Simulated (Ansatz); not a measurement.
# F3H4NSi (built from SMILES N[Si](F)(F)F.[H][H]): a reaction path by the nudged elastic band

Aim: the minimum-energy path between two given structures and its highest point. Both ends were relaxed at PBE0-D4 in triple zeta. A second band with other settings follows.

Method: PBE0-D4/def2-SVP; program: Ansatz 0.2.0, Gaussian basis.

22 further runs of the same task are left out: 22 set aside as unsound or not needed.

## 1. The system as given

The first end: 9 atoms, charge 0, spin multiplicity 1.

Atoms are counted from 1 here; the program's logs count them from 0.

Bond lengths: Si1–N2 1.674 Å, Si1–F3 1.574 Å, Si1–F4 1.578 Å, Si1–F5 1.574 Å, N2–H8 1.006 Å, N2–H9 1.006 Å, H6–H7 0.747 Å. Angles: N2–Si1–F3 109.4°, N2–Si1–F4 115.9°, N2–Si1–F5 109.4°, F3–Si1–F4 105.8°, F3–Si1–F5 110.3°, F4–Si1–F5 105.8°, Si1–N2–H8 121.8°, Si1–N2–H9 121.8°, H8–N2–H9 112.6°.

Geometry (Å):

```xyz
9

Si   -0.7034    0.0928   -1.0171
N     0.5488    0.7125   -0.0949
F    -0.3474   -1.3729   -1.4659
F    -1.0378    0.8802   -2.3432
F    -2.0292    0.0965   -0.1692
H     0.7549   -1.0384    2.1541
H     0.8787   -1.4417    2.7711
H     1.5127    0.5597   -0.3378
H     0.4226    1.5113    0.5029
```

The second end:

```xyz
9

Si   -0.5611   -0.7454   -0.3590
N     0.7144    0.8583    0.4553
F    -1.4978   -1.9063   -0.9571
F    -0.2346    0.0240   -1.7225
F    -1.6417   -0.0228    0.5726
H     0.7896    0.7965    1.4646
H     0.4737   -1.5897    0.2586
H     1.6483    0.8258    0.0616
H     0.3092    1.7597    0.2261
```

## 2. The band at PBE0-D4/def2-SVP

Input file neb/in.yaml:

```yaml
crystal:
  periodic: [false, false, false]
  atoms:
    - {symbol: Si, position_ang: [-0.703427, 0.092825, -1.017082]}
    - {symbol: N, position_ang: [0.548773, 0.712476, -0.094938]}
    - {symbol: F, position_ang: [-0.347375, -1.372893, -1.465852]}
    - {symbol: F, position_ang: [-1.037825, 0.880154, -2.343236]}
    - {symbol: F, position_ang: [-2.029193, 0.096541, -0.169248]}
    - {symbol: H, position_ang: [0.754932, -1.038443, 2.154143]}
    - {symbol: H, position_ang: [0.878720, -1.441650, 2.771100]}
    - {symbol: H, position_ang: [1.512668, 0.559715, -0.337793]}
    - {symbol: H, position_ang: [0.422627, 1.511274, 0.502906]}
basis:
  gaussian: {orbitals: def2-SVP}
hamiltonian: {xc: pbe0, dispersion: d4}
neb:
  images: 5
  climbing: true
  max_iterations: 40
  initial_path: idpp
  final_atoms:
    - {symbol: Si, position_ang: [-0.561134, -0.745419, -0.359001]}
    - {symbol: N, position_ang: [0.714416, 0.858324, 0.455281]}
    - {symbol: F, position_ang: [-1.497765, -1.906330, -0.957143]}
    - {symbol: F, position_ang: [-0.234629, 0.023957, -1.722534]}
    - {symbol: F, position_ang: [-1.641718, -0.022801, 0.572566]}
    - {symbol: H, position_ang: [0.789563, 0.796462, 1.464606]}
    - {symbol: H, position_ang: [0.473658, -1.589703, 0.258575]}
    - {symbol: H, position_ang: [1.648326, 0.825786, 0.061597]}
    - {symbol: H, position_ang: [0.309184, 1.759723, 0.226054]}
```

Run with:

```sh
$ ansatz run in.yaml --threads 4 --pin off --events-out ev --progress --plain --max-ram 9574MiB
```

Standard output:

```text
Functional definition: PBE0
  name "PBE0"
  cite "Adamo & Barone, J. Chem. Phys. 110, 6158 (1999) doi:10.1063/1.478522"
  cite "Perdew, Burke & Ernzerhof, Phys. Rev. Lett. 77, 3865 (1996) doi:10.1103/PhysRevLett.77.3865"
  parent pbe
  parameter a = 0.25
  parameter kappa = 0.804
  parameter beta = 0.06672455060314922
  exchange = (1 - a)*pbe_x(kappa = kappa, mu = beta*pi^2/3) + a*exact_x
  correlation = pbe_c(beta = beta)
949 factors; integrals over basis functions are off by at most 3.4e-4 eV
mean field evaluation 1: about -17558.8438 eV, gradient 6.3e1 eV
mean field evaluation 2: about -17554.9334 eV, gradient 7.8e1 eV
mean field evaluation 4: about -17565.6293 eV, gradient 1.3e0 eV
mean field evaluation 8: about -17565.6390 eV, gradient 1.7e-2 eV
mean field -17565.63901246 eV, -645.5253272901 hartree, gradient 4.9e-5 eV, S^2 0.000000; 0 other end points of the search recorded, 0 dependent functions left out
the calculation of the forces begins
reference -17565.63903574 eV, -645.5253281456 hartree; 26, 26 occupied and 68, 68 virtual orbitals, 949 factors
[... from here to the last solve, the lines of the solves are left out (139 solves) ...]
WARN: NEB end point (image 0): max|allowed force component| = 1.000e0 eV/Å (the criterion of neb.relax_end_points is 1.000e-2). That is over neb.f_tol: it is no minimum, so the barrier can be far off. Relax it first
WARN: NEB end point (image 6): max|allowed force component| = 8.335e-1 eV/Å (the criterion of neb.relax_end_points is 1.000e-2). That is over neb.f_tol: it is no minimum, so the barrier can be far off. Relax it first
NEB iter   1: max|band force component| = 4.480e0 eV/Å  barrier→ = 5.3633 eV  barrier← = 5.4484 eV  Δτ_max = 0.2000 Å  (176 SCF iters)
NEB iter   2: max|band force component| = 4.153e0 eV/Å  barrier→ = 3.7990 eV  barrier← = 3.8840 eV  Δτ_max = 0.2000 Å  (137 SCF iters)
NEB iter   3: max|band force component| = 1.006e1 eV/Å  barrier→ = 2.7057 eV  barrier← = 2.7908 eV  Δτ_max = 0.1027 Å  (139 SCF iters)
NEB iter   4: max|band force component| = 2.955e0 eV/Å  barrier→ = 2.1897 eV  barrier← = 2.2748 eV  Δτ_max = 0.2000 Å  (135 SCF iters)
NEB iter   5: max|band force component| = 7.915e-1 eV/Å  barrier→ = 1.8025 eV  barrier← = 1.8876 eV  Δτ_max = 0.1003 Å  (133 SCF iters)
NEB iter   6: max|band force component| = 7.478e-1 eV/Å  barrier→ = 1.6971 eV  barrier← = 1.7822 eV  Δτ_max = 0.1001 Å  (132 SCF iters)
NEB iter   7: max|band force component| = 6.578e-1 eV/Å  barrier→ = 1.5813 eV  barrier← = 1.6664 eV  Δτ_max = 0.1007 Å  (134 SCF iters)
NEB iter   8: max|band force component| = 6.988e-1 eV/Å  barrier→ = 1.4697 eV  barrier← = 1.5548 eV  Δτ_max = 0.0500 Å  (129 SCF iters)
NEB iter   9: max|band force component| = 1.277e0 eV/Å  barrier→ = 1.4364 eV  barrier← = 1.5215 eV  CI = image 4  Δτ_max = 0.1020 Å  (134 SCF iters)
NEB iter  10: max|band force component| = 8.515e-1 eV/Å  barrier→ = 1.6736 eV  barrier← = 1.7587 eV  CI = image 4  Δτ_max = 0.2000 Å  (135 SCF iters)
NEB iter  11: max|band force component| = 8.534e-1 eV/Å  barrier→ = 1.8555 eV  barrier← = 1.9405 eV  CI = image 4  Δτ_max = 0.0996 Å  (128 SCF iters)
NEB iter  12: max|band force component| = 2.495e-1 eV/Å  barrier→ = 1.8064 eV  barrier← = 1.8914 eV  CI = image 4  Δτ_max = 0.1188 Å  (134 SCF iters)
NEB iter  13: max|band force component| = 3.700e-1 eV/Å  barrier→ = 1.7987 eV  barrier← = 1.8838 eV  CI = image 4  Δτ_max = 0.0584 Å  (131 SCF iters)
NEB iter  14: max|band force component| = 1.785e-1 eV/Å  barrier→ = 1.7965 eV  barrier← = 1.8816 eV  CI = image 4  Δτ_max = 0.0735 Å  (133 SCF iters)
NEB iter  15: max|band force component| = 1.380e-1 eV/Å  barrier→ = 1.7951 eV  barrier← = 1.8802 eV  CI = image 4  Δτ_max = 0.0811 Å  (133 SCF iters)
NEB iter  16: max|band force component| = 5.547e-2 eV/Å  barrier→ = 1.7944 eV  barrier← = 1.8794 eV  CI = image 4  Δτ_max = 0.1145 Å  (127 SCF iters)
NEB iter  17: max|band force component| = 5.241e-2 eV/Å  barrier→ = 1.7940 eV  barrier← = 1.8790 eV  CI = image 4  Δτ_max = 0.0714 Å  (128 SCF iters)
NEB iter  18: max|band force component| = 5.188e-2 eV/Å  barrier→ = 1.7936 eV  barrier← = 1.8787 eV  CI = image 4  Δτ_max = 0.0544 Å  (128 SCF iters)
949 factors; integrals over basis functions are off by at most 1.1e-3 eV
mean field evaluation 1088: about -17563.8736 eV, gradient 3.6e-4 eV
mean field -17563.87362850 eV, -645.4604506264 hartree, gradient 1.1e-6 eV, S^2 0.000000; 0 other end points of the search recorded, 0 dependent functions left out
the calculation of the forces begins
reference -17563.87365016 eV, -645.4604514221 hartree; 26, 26 occupied and 68, 68 virtual orbitals, 949 factors
NEB iter  19: max|band force component| = 2.472e-2 eV/Å  barrier→ = 1.7935 eV  barrier← = 1.8785 eV  CI = image 4  CI's point: of a kind that is not told: the force calls were inconclusive, a negative curvature could not be distinguished from the path's own, the only one lies far off the path, or fixed occupations may fill a level only in part  Δτ_max = 0.0000 Å  (1034 SCF iters)
WARN: NEB end point (image 0): the path dips 0.048987 eV below it before the top, so the barrier from the dip is that much higher. The path crosses a lower well, or the end point is a saddle point, which neb.relax_end_points tests for
Total energy: -17563.96924348 eV, -645.4639644120 hartree
Atom 0 at    -0.459564    -0.489477    -0.335970 Å, force    -0.012282    -0.004115    -0.012752 eV/Å
Atom 1 at     0.602939     0.896885     0.249034 Å, force     0.022914    -0.015753    -0.007448 eV/Å
Atom 2 at     0.314137    -1.761548    -0.954945 Å, force    -0.001104     0.010088     0.008010 eV/Å
Atom 3 at    -0.933124     0.176341    -1.744646 Å, force     0.004969    -0.005749     0.003489 eV/Å
Atom 4 at    -1.913304    -0.558046     0.356278 Å, force     0.003388     0.006797     0.001420 eV/Å
Atom 5 at     0.545632    -0.028681     1.136178 Å, force    -0.009811     0.005389     0.006585 eV/Å
Atom 6 at     0.152332    -1.024719     1.208564 Å, force     0.004746    -0.014569     0.000012 eV/Å
Atom 7 at     1.505984     0.961735    -0.225504 Å, force    -0.006904     0.010220    -0.002955 eV/Å
Atom 8 at     0.184869     1.827509     0.311011 Å, force    -0.005918     0.007692     0.003638 eV/Å
Dipole moment:     0.573347     0.679496     0.299917 e Å
```

Run time: 2.5 min. Hardware: 4 threads of Intel Xeon Platinum 8259CL at 2.50GHz, shared host.

The last band:

```tsv
image	path (Å)	energy (kJ/mol)	Si1–H7 (Å)	N2–H6 (Å)	Si1–N2 (Å)	H6–H7 (Å)
0	0.00	0.0	4.38	2.86	1.67	0.75
1	1.16	-4.7	4.13	2.76	1.68	0.76
2	2.33	-4.0	3.83	2.74	1.68	0.76
3	3.49	12.0	2.73	2.25	1.69	0.76
4	4.65	173.0	1.75	1.28	1.84	1.07
5	5.94	39.7	1.50	1.02	2.07	2.09
6	7.23	-8.2	1.47	1.01	2.21	2.69
```

The highest image, 4:

```
Si   -0.4596   -0.4895   -0.3360
N     0.6029    0.8969    0.2490
F     0.3141   -1.7615   -0.9549
F    -0.9331    0.1763   -1.7446
F    -1.9133   -0.5580    0.3563
H     0.5456   -0.0287    1.1362
H     0.1523   -1.0247    1.2086
H     1.5060    0.9617   -0.2255
H     0.1849    1.8275    0.3110
```

## 3. The band at Hartree-Fock/def2-SVP, other settings

Edit neb/in.yaml of step 2 so:

```diff
@@ -14,3 +14,3 @@
   gaussian: {orbitals: def2-SVP}
-hamiltonian: {xc: pbe0, dispersion: d4}
+hamiltonian: {xc: hf}
 neb:
@@ -18,3 +18,3 @@
   climbing: true
-  max_iterations: 40
+  max_iterations: 25
   initial_path: idpp
```

Run with:

```sh
$ ansatz run in.yaml --threads 4 --pin off --events-out ev --progress --plain --max-ram 9574MiB
```

Standard output:

```text
Functional definition: HF
  name "HF"
  cite "Fock, Z. Phys. 61, 126 (1930) doi:10.1007/BF01340294"
[... 1 set-up line as earlier in the session ...]
  exchange = exact_x
  correlation = 0
949 factors; integrals over basis functions are off by at most 3.4e-4 eV
mean field evaluation 1: about -17516.7677 eV, gradient 4.3e1 eV
mean field evaluation 2: about -17516.7926 eV, gradient 4.3e1 eV
mean field evaluation 4: about -17520.0595 eV, gradient 2.3e0 eV
mean field evaluation 8: about -17520.0789 eV, gradient 1.6e-1 eV
mean field -17520.07892118 eV, -643.8510248172 hartree, gradient 2.0e-5 eV, S^2 0.000000; 0 other end points of the search recorded, 0 dependent functions left out
the calculation of the forces begins
reference -17520.07892118 eV, -643.8510248172 hartree; 26, 26 occupied and 68, 68 virtual orbitals, 949 factors
[... from here to the last solve, the lines of the solves are left out (148 solves) ...]
WARN: NEB end point (image 0): max|allowed force component| = 3.975e-1 eV/Å (the criterion of neb.relax_end_points is 1.000e-2). That is over neb.f_tol: it is no minimum, so the barrier can be far off. Relax it first
WARN: NEB end point (image 6): max|allowed force component| = 6.165e-1 eV/Å (the criterion of neb.relax_end_points is 1.000e-2). That is over neb.f_tol: it is no minimum, so the barrier can be far off. Relax it first
NEB iter   1: max|band force component| = 5.130e0 eV/Å  barrier→ = 6.6377 eV  barrier← = 6.5519 eV  Δτ_max = 0.2000 Å  (242 SCF iters)
NEB iter   2: max|band force component| = 4.804e0 eV/Å  barrier→ = 4.7539 eV  barrier← = 4.6681 eV  Δτ_max = 0.2000 Å  (154 SCF iters)
NEB iter   3: max|band force component| = 1.018e1 eV/Å  barrier→ = 3.6016 eV  barrier← = 3.5158 eV  Δτ_max = 0.1037 Å  (153 SCF iters)
NEB iter   4: max|band force component| = 2.893e0 eV/Å  barrier→ = 2.9487 eV  barrier← = 2.8629 eV  Δτ_max = 0.2000 Å  (156 SCF iters)
NEB iter   5: max|band force component| = 1.128e0 eV/Å  barrier→ = 2.5464 eV  barrier← = 2.4606 eV  Δτ_max = 0.2000 Å  (152 SCF iters)
NEB iter   6: max|band force component| = 2.244e0 eV/Å  barrier→ = 2.4599 eV  barrier← = 2.3741 eV  Δτ_max = 0.1006 Å  (152 SCF iters)
NEB iter   7: max|band force component| = 8.212e-1 eV/Å  barrier→ = 2.2547 eV  barrier← = 2.1689 eV  Δτ_max = 0.2000 Å  (159 SCF iters)
NEB iter   8: max|band force component| = 9.323e-1 eV/Å  barrier→ = 1.6147 eV  barrier← = 1.5289 eV  Δτ_max = 0.1011 Å  (154 SCF iters)
NEB iter   9: max|band force component| = 6.135e-1 eV/Å  barrier→ = 1.4127 eV  barrier← = 1.3269 eV  Δτ_max = 0.1004 Å  (157 SCF iters)
NEB iter  10: max|band force component| = 6.963e-1 eV/Å  barrier→ = 1.6287 eV  barrier← = 1.5429 eV  Δτ_max = 0.0501 Å  (159 SCF iters)
NEB iter  11: max|band force component| = 2.366e0 eV/Å  barrier→ = 1.5704 eV  barrier← = 1.4846 eV  CI = image 3  Δτ_max = 0.0985 Å  (161 SCF iters)
NEB iter  12: max|band force component| = 2.232e0 eV/Å  barrier→ = 1.7704 eV  barrier← = 1.6846 eV  CI = image 3  Δτ_max = 0.1996 Å  (157 SCF iters)
NEB iter  13: max|band force component| = 2.354e0 eV/Å  barrier→ = 2.5335 eV  barrier← = 2.4477 eV  CI = image 3  Δτ_max = 0.2000 Å  (152 SCF iters)
NEB iter  14: max|band force component| = 1.861e0 eV/Å  barrier→ = 2.5419 eV  barrier← = 2.4561 eV  CI = image 3  Δτ_max = 0.1974 Å  (147 SCF iters)
NEB iter  15: max|band force component| = 1.589e0 eV/Å  barrier→ = 2.8550 eV  barrier← = 2.7692 eV  CI = image 3  Δτ_max = 0.1918 Å  (148 SCF iters)
NEB iter  16: max|band force component| = 1.121e0 eV/Å  barrier→ = 2.7904 eV  barrier← = 2.7046 eV  CI = image 3  Δτ_max = 0.1253 Å  (159 SCF iters)
NEB iter  17: max|band force component| = 3.429e-1 eV/Å  barrier→ = 2.7193 eV  barrier← = 2.6335 eV  CI = image 3  Δτ_max = 0.0486 Å  (150 SCF iters)
NEB iter  18: max|band force component| = 2.736e-1 eV/Å  barrier→ = 2.7171 eV  barrier← = 2.6313 eV  CI = image 3  Δτ_max = 0.0762 Å  (152 SCF iters)
NEB iter  19: max|band force component| = 1.454e-1 eV/Å  barrier→ = 2.7123 eV  barrier← = 2.6266 eV  CI = image 3  Δτ_max = 0.0226 Å  (144 SCF iters)
NEB iter  20: max|band force component| = 7.651e-2 eV/Å  barrier→ = 2.7100 eV  barrier← = 2.6242 eV  CI = image 3  Δτ_max = 0.0222 Å  (143 SCF iters)
952 factors; integrals over basis functions are off by at most 9.7e-4 eV
mean field evaluation 1184: about -17517.4299 eV, gradient 1.5e-6 eV
mean field -17517.42994530 eV, -643.7536767493 hartree, gradient 1.5e-6 eV, S^2 0.000000; 0 other end points of the search recorded, 0 dependent functions left out
the calculation of the forces begins
reference -17517.42994530 eV, -643.7536767493 hartree; 26, 26 occupied and 68, 68 virtual orbitals, 952 factors
NEB iter  21: max|band force component| = 4.482e-2 eV/Å  barrier→ = 2.7084 eV  barrier← = 2.6227 eV  CI = image 3  CI's point: of a kind that is not told: the force calls were inconclusive, a negative curvature could not be distinguished from the path's own, the only one lies far off the path, or fixed occupations may fill a level only in part  Δτ_max = 0.0000 Å  (1286 SCF iters)
Total energy: -17517.37047621 eV, -643.7514913005 hartree
Atom 0 at    -0.469026    -0.470513    -0.337351 Å, force    -0.029582    -0.006031     0.015804 eV/Å
Atom 1 at     0.632939     0.865699     0.229196 Å, force     0.041244    -0.009819    -0.010820 eV/Å
Atom 2 at     0.215847    -1.788751    -0.912377 Å, force     0.033291     0.000909    -0.005815 eV/Å
Atom 3 at    -0.904126     0.165273    -1.754541 Å, force    -0.011225     0.018808    -0.040363 eV/Å
Atom 4 at    -1.906785    -0.453238     0.347459 Å, force    -0.025750     0.000999     0.007587 eV/Å
Atom 5 at     0.564594    -0.045907     1.114913 Å, force    -0.000364    -0.016002     0.020360 eV/Å
Atom 6 at     0.130190    -1.002128     1.224063 Å, force    -0.004932    -0.025323     0.037564 eV/Å
Atom 7 at     1.513676     0.949125    -0.256701 Å, force    -0.001272     0.021260    -0.018807 eV/Å
Atom 8 at     0.222592     1.780439     0.345339 Å, force    -0.001410     0.015200    -0.005510 eV/Å
Dipole moment:     0.630462     0.704751     0.320381 e Å
```

It took 95 s on 4 threads of Intel Xeon Platinum 8259CL at 2.50GHz, shared host.

The last band:

```tsv
image	path (Å)	energy (kJ/mol)	Si1–H7 (Å)	N2–H6 (Å)	Si1–N2 (Å)	H6–H7 (Å)
0	0.00	0.0	4.38	2.86	1.67	0.75
1	1.16	-0.1	3.74	3.10	1.67	0.75
2	2.33	25.4	2.71	2.30	1.68	0.74
3	3.49	261.3	1.75	1.27	1.82	1.06
4	4.52	85.6	1.49	1.01	2.02	2.14
5	5.54	42.8	1.46	1.01	2.20	2.38
6	6.56	8.3	1.47	1.01	2.21	2.69
```

The highest image, 3:

```xyz
9
charge 0, multiplicity 1
Si   -0.4690   -0.4705   -0.3374
N     0.6329    0.8657    0.2292
F     0.2158   -1.7888   -0.9124
F    -0.9041    0.1653   -1.7545
F    -1.9068   -0.4532    0.3475
H     0.5646   -0.0459    1.1149
H     0.1302   -1.0021    1.2241
H     1.5137    0.9491   -0.2567
H     0.2226    1.7804    0.3453
```

## 4. Outcome

```
                                                                       quantity                                                 value
                                                PBE0-D4/def2-SVP, 19 iterations  highest 173.0 kJ/mol (image 4), last end -8.2 kJ/mol
                                           Hartree-Fock/def2-SVP, 21 iterations  highest 261.3 kJ/mol (image 3), last end +8.3 kJ/mol
from earlier runs: barrier over the separately found saddle, CCSD(T)/def2-TZVPP                                          219.8 kJ/mol
```

In words: The highest image lies 173.0 kJ/mol above the first end, and it climbed, so it estimates the saddle. The ends are not quite minima at this level (largest force component 1.00 eV/Å), so the heights are unreliable: relaxing the first end would lower it and raise the barrier above it. The highest image is 46.7 kJ/mol below the CCSD(T) barrier in triple zeta, which comes from separate runs on the saddle. The second band's highest image lies at 261.3 kJ/mol; the levels differ.
